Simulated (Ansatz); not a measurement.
## CoW3: single point with PBEsol

CoW3:

```
CELL_PARAMETERS angstrom
3.90735 0.00000 0.00000
0.00000 3.90735 0.00000
0.00000 0.00000 3.90735
ATOMIC_POSITIONS crystal
W 0.50000 0.50000 0.00000
W 0.50000 0.00000 0.50000
W 0.00000 0.50000 0.50000
Co 0.00000 0.00000 0.00000
```

The cell comes from a database or a generator and needn't be the stable form of this composition.

```json
{
 "Program": "Ansatz 0.2.0",
 "Task": "single point",
 "Functional": "PBEsol",
 "Potentials or basis": "Ansatz PAW",
 "Cutoff": "420 eV (not typed: the program's choice for these potentials)",
 "k mesh": "6 × 6 × 6",
 "Occupations": "fermi-dirac, width 0.05 eV",
 "Spin": "collinear spin, ferromagnetic start",
 "Starting moments": "[0.0, 0.0, 0.0, 2.5] μB",
 "Fixed moment": "2.5 μB"
}
```

```yaml
Pressure: -6.9 GPa
Net_moment: 2.50 μB per cell
Absolute_moment: 2.50 μB per cell
Site_moments: W +0.27; Co +1.40 μB
```

Wall time 3.7 s on 2 threads of Arm Neoverse V2 (shared host), peak memory 0.37 GiB.

Caveat: the total moment is fixed, so each spin has its own Fermi level; the PAW data sets come from PBE, with cores solved anew for the run's functional, which leaves a small shift of forces and pressure; the thresholds are loose for stress. Spin-orbit coupling is left out, which matters for the levels of W.
